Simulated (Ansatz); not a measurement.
# C3H11FSi2: the cost of one run

Program: Ansatz 0.2.0. Level of theory: RKS r2SCAN/6-31G*. These are calculated values, not measurements.

### Step 1. The structure to begin with

Bond lengths (14 of 16 bonds, heavy atoms first): C1–C2 1.502 Å, C2–C3 1.526 Å, C2–Si4 1.964 Å, C2–Si5 1.911 Å, Si5–F6 1.605 Å, C1–H7 1.057 Å, C1–H8 1.101 Å, C1–H9 1.128 Å, C3–H10 1.111 Å, C3–H11 1.128 Å, C3–H12 1.080 Å, Si4–H13 1.485 Å, Si4–H14 1.395 Å, Si4–H15 1.490 Å. Angles (14 of 30 angles, heavy atoms first): C1–C2–C3 106.2°, C1–C2–Si4 113.8°, C1–C2–Si5 114.2°, C3–C2–Si4 111.5°, C3–C2–Si5 112.7°, Si4–C2–Si5 98.4°, C2–Si5–F6 109.7°, C2–C1–H7 114.7°, C2–C1–H8 110.6°, C2–C1–H9 111.6°, C2–C3–H10 113.6°, C2–C3–H11 112.7°, C2–C3–H12 113.9°, C2–Si4–H13 104.4°.

Coordinates:

```xyz
17

C    -1.5514   -0.4623   -0.1758
C    -0.1112   -0.1277    0.0896
C     0.3298   -1.0254    1.2419
Si    1.0527   -0.3420   -1.4776
Si    0.2145    1.7246    0.4295
F    -0.4565    2.6136   -0.7260
H    -1.7268   -1.4671   -0.4544
H    -2.1768   -0.1943    0.6900
H    -1.9944    0.2078   -0.9675
H    -0.2171   -0.8326    2.1890
H     1.4092   -0.8686    1.5277
H     0.2622   -2.0808    1.0247
H     0.8460   -1.7504   -1.9010
H     2.3776   -0.0486   -1.1544
H     0.4942    0.4590   -2.6030
H    -0.4426    2.1215    1.7462
H     1.6715    2.0728    0.5613
```

### Step 2. End point A

input.yaml reads:

```yaml
crystal:
  periodic: [false, false, false]
  atoms:
    - { symbol: C, position_ang: [-1.5514, -0.4623, -0.1758] }
    - { symbol: C, position_ang: [-0.1112, -0.1277, 0.0896] }
    - { symbol: C, position_ang: [0.3298, -1.0254, 1.2419] }
    - { symbol: Si, position_ang: [1.0527, -0.342, -1.4776] }
    - { symbol: Si, position_ang: [0.2145, 1.7246, 0.4295] }
    - { symbol: F, position_ang: [-0.4565, 2.6136, -0.726] }
    - { symbol: H, position_ang: [-1.7268, -1.4671, -0.4544] }
    - { symbol: H, position_ang: [-2.1768, -0.1943, 0.69] }
    - { symbol: H, position_ang: [-1.9944, 0.2078, -0.9675] }
    - { symbol: H, position_ang: [-0.2171, -0.8326, 2.189] }
    - { symbol: H, position_ang: [1.4092, -0.8686, 1.5277] }
    - { symbol: H, position_ang: [0.2622, -2.0808, 1.0247] }
    - { symbol: H, position_ang: [0.846, -1.7504, -1.901] }
    - { symbol: H, position_ang: [2.3776, -0.0486, -1.1544] }
    - { symbol: H, position_ang: [0.4942, 0.459, -2.603] }
    - { symbol: H, position_ang: [-0.4426, 2.1215, 1.7462] }
    - { symbol: H, position_ang: [1.6715, 2.0728, 0.5613] }
basis:
  gaussian: { orbitals: "6-31G*" }
hamiltonian:
  xc: r2scan
relax:
  f_tol: 0.015
  max_steps: 40
output:
  orbitals: {}
```

Run with:

```bash
ansatz run input.yaml --threads 2 --pin off --max-ram 3072MiB --backend cpu --events-out ev --progress --plain --runs-dir out
```

**Question.** How long does this run take on 2 threads of Arm Neoverse V1, shared host, and how much memory does it need?

About 2.3 min, with a peak of 0.21 GiB.
